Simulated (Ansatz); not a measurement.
# C₂H₅F₃Si: basis-set convergence

One table from this session's results is given with a row withheld; the runs are named, their logs left out.

Computed with Ansatz 0.2.0, Gaussian basis. Level: one geometry, several basis sets.

Levels to be run: PBE0-D4/def2-SVP; ωB97M-V/def2-SVP; PBE0-D4/def2-QZVPP; ωB97M-V/def2-QZVPP; the functionals' def2-TZVPP values are taken from earlier runs.

## Structure used throughout

All runs share one geometry, relaxed beforehand with PBE0-D4 in a triple-zeta def2 set.

SMILES `C[SiH2]C(F)(F)F`, 11 atoms, charge 0, spin multiplicity 1.

Atoms are counted from 1 here; the program's logs count them from 0.

Bond lengths: C1–Si2 1.859 Å, C1–H7 1.092 Å, C1–H8 1.092 Å, C1–H9 1.092 Å, Si2–C3 1.934 Å, Si2–H10 1.483 Å, Si2–H11 1.483 Å, C3–F4 1.349 Å, C3–F5 1.345 Å, C3–F6 1.349 Å. Angles: Si2–C1–H7 110.6°, Si2–C1–H8 110.6°, Si2–C1–H9 110.6°, H7–C1–H8 108.3°, H7–C1–H9 108.3°, H8–C1–H9 108.4°, C1–Si2–C3 108.3°, C1–Si2–H10 112.9°, C1–Si2–H11 112.9°, C3–Si2–H10 106.0°, C3–Si2–H11 106.0°, H10–Si2–H11 110.3°, Si2–C3–F4 111.8°, Si2–C3–F5 112.8°, Si2–C3–F6 111.8°, F4–C3–F5 106.8°, F4–C3–F6 106.5°, F5–C3–F6 106.7°.

Geometry (Å):

```
C    -0.3495   -1.1598    1.0510
Si    0.6667   -0.3591   -0.2845
C    -0.1630    1.3246   -0.7498
F    -1.4250    1.1558   -1.1948
F     0.5026    1.9847   -1.7137
F    -0.2386    2.1561    0.3095
H     0.0875   -2.1166    1.3453
H    -1.3680   -1.3419    0.7021
H    -0.3967   -0.5194    1.9342
H     2.0431   -0.0270    0.1574
H     0.7062   -1.1543   -1.5359
```

The first run:

File in.yaml:

```yaml
crystal:
  periodic: [false, false, false]
  atoms:
    - {symbol: C, position_ang: [-0.349503, -1.159823, 1.051027]}
    - {symbol: Si, position_ang: [0.666749, -0.359064, -0.284474]}
    - {symbol: C, position_ang: [-0.163032, 1.324630, -0.749836]}
    - {symbol: F, position_ang: [-1.424984, 1.155787, -1.194779]}
    - {symbol: F, position_ang: [0.502619, 1.984658, -1.713676]}
    - {symbol: F, position_ang: [-0.238628, 2.156051, 0.309468]}
    - {symbol: H, position_ang: [0.087455, -2.116593, 1.345262]}
    - {symbol: H, position_ang: [-1.368048, -1.341872, 0.702084]}
    - {symbol: H, position_ang: [-0.396661, -0.519374, 1.934167]}
    - {symbol: H, position_ang: [2.043117, -0.026976, 0.157419]}
    - {symbol: H, position_ang: [0.706214, -1.154325, -1.535861]}
basis:
  gaussian: {orbitals: def2-SVP}
hamiltonian: {xc: pbe0, dispersion: d4}
output: {orbitals: {seedname: orbitals}}
```

Steps of the session up to this table: PBE0-D4 in def2-SVP; ωB97M-V in def2-SVP; PBE0-D4 in def2-QZVPP; ωB97M-V in def2-QZVPP.

One of the session's tables, all rows but one given; the rest of the session is left out.

It belongs to the step «Functionals by basis». 

```
functional       basis  HOMO (eV)  LUMO (eV)
   PBE0-D4    def2-SVP      -9.17       0.92
   PBE0-D4  def2-TZVPP      -9.29       0.37
   PBE0-D4  def2-QZVPP          ?          ?
   ωB97M-V    def2-SVP     -11.44       2.73
   ωB97M-V  def2-TZVPP     -11.59       1.89
   ωB97M-V  def2-QZVPP     -11.63       1.38
```

Q: Estimate the row for PBE0-D4, def2-QZVPP from the others.

The run gave: HOMO (eV): -9.32; LUMO (eV): 0.14. In the column «HOMO (eV)» it lies between ωB97M-V, def2-SVP (-11.44) and PBE0-D4, def2-TZVPP (-9.29).
